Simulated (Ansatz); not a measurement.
# HfCo2: properties at the relaxed cell

One table from this session's results is given with a row withheld; the runs are named, their logs left out.

Computed with Ansatz 0.2.0 (DFT PBEsol, scalar-relativistic, plane waves, PAW, unless a step's input says otherwise).

2 further runs of the same task are left out: 2 set aside as unsound or not needed. Runs told in other sessions of the task aren't counted.

## The structure to begin with

It takes space group Fd-3m (No. 227, cubic). The conventional cell has a = 6.770 Å, b = 6.770 Å, c = 6.770 Å, α = 90.00°, β = 90.00°, γ = 90.00°. Hf (site symmetry -43m) is surrounded by 12 Co at 2.81 Å and 4 Hf at 2.93 Å. Co (site symmetry -3m) has 6 Co at 2.39 Å and 6 Hf at 2.81 Å in its first shell of neighbours.

Coordinates:

```cif
data_structure
_symmetry_space_group_name_H-M 'P 1'
_symmetry_Int_Tables_number 1
_cell_length_a 4.7872
_cell_length_b 4.7872
_cell_length_c 4.7872
_cell_angle_alpha 60.000
_cell_angle_beta 60.000
_cell_angle_gamma 60.000
_cell_volume 77.58
loop_
_atom_site_label
_atom_site_type_symbol
_atom_site_fract_x
_atom_site_fract_y
_atom_site_fract_z
_atom_site_occupancy
Hf1 Hf 0.50000 0.50000 0.50000 1
Hf2 Hf 0.75000 0.75000 0.75000 1
Co1 Co 0.12500 0.12500 0.12500 1
Co2 Co 0.62500 0.12500 0.12500 1
Co3 Co 0.12500 0.12500 0.62500 1
Co4 Co 0.12500 0.62500 0.12500 1
```

It is the result of an earlier relaxation at this level (volume 12.93 Å³/atom; gap on the mesh: none (metal), site moments up to 0.2 μB).

Set-up of the first run:

Contents of input.yaml:

```yaml
crystal:
  lattice:
    - [0.0, 3.3508556477, 3.3508556477]
    - [3.3508556477, 0.0, 3.3508556477]
    - [3.3508556477, 3.3508556477, 0.0]
  atoms:
    - { symbol: Hf, position: [0.5, 0.5, 0.5] }
    - { symbol: Hf, position: [0.75, 0.75, 0.75] }
    - { symbol: Co, position: [0.125, 0.125, 0.125], spin: 0.18 }
    - { symbol: Co, position: [0.625, 0.125, 0.125], spin: 0.18 }
    - { symbol: Co, position: [0.125, 0.125, 0.625], spin: 0.18 }
    - { symbol: Co, position: [0.125, 0.625, 0.125], spin: 0.18 }
basis:
  ecutwfc: 420
kpoints:
  mp_grid: { grid: [10, 10, 10] }
hamiltonian:
  xc: pbesol
scf:
  occupations: { method: gaussian, width: 0.1 }
output:
  forces: true
  stress: true
  eigenvalues: true
  populations: true
magnetization:
  spin_polarized: true
```

The run is started by

```bash
> ansatz run input.yaml --threads 1 --pin off --max-ram 2560MiB --backend cpu --events-out ev --progress --plain --runs-dir out
```

Among the steps run: Point at V/V0 = 0.97; The cell scaled to 1.03 of its volume; Point at V/V0 = 0.94; Point at V/V0 = 1.06; Volume × 0.91; Volume × 1.10; Point at V/V0 = 0.88.

One table of the session follows, with a row left open; its other results are not shown here.

It belongs to the step «Energy against volume». 

| volume (Å³/atom) | energy above the lowest point (meV/atom) | pressure (GPa) | largest moment (μB) |
| --- | --- | --- | --- |
| 11.378 | 157.2 | 36.65 | 0.00 |
| 11.766 | 83.0 | 25.14 | 0.00 |
| 12.154 | 34.5 | 15.35 | 0.00 |
| 12.541 | 8.0 | 7.01 | 0.00 |
| 12.929 | 0.0 | 0.01 | 0.16 |
| 13.317 | 5.8 | -4.83 | 0.60 |
| 13.705 | ? | ? | ? |
| 14.222 | 62.9 | -14.75 | 0.87 |

Q: Estimate the row for volume (Å³/atom) = 13.705 from the others.

Worked estimate for «energy above the lowest point (meV/atom)». A straight line through the neighbours (13.317, 5.8) and (14.222, 62.9) gives 5.8 + (62.9 − 5.8) × (13.705 − 13.317) / (14.222 − 13.317) = 30.3; a parabola fitted to 3 rows on both sides gives 22.8.

As computed: energy above the lowest point (meV/atom): 23.6; pressure (GPa): -9.52; largest moment (μB): 0.73. In «energy above the lowest point (meV/atom)» the line misses by +6.7 and the parabola by -0.8.

To keep in mind: Warnings in the runs' records: seeded moment not kept.
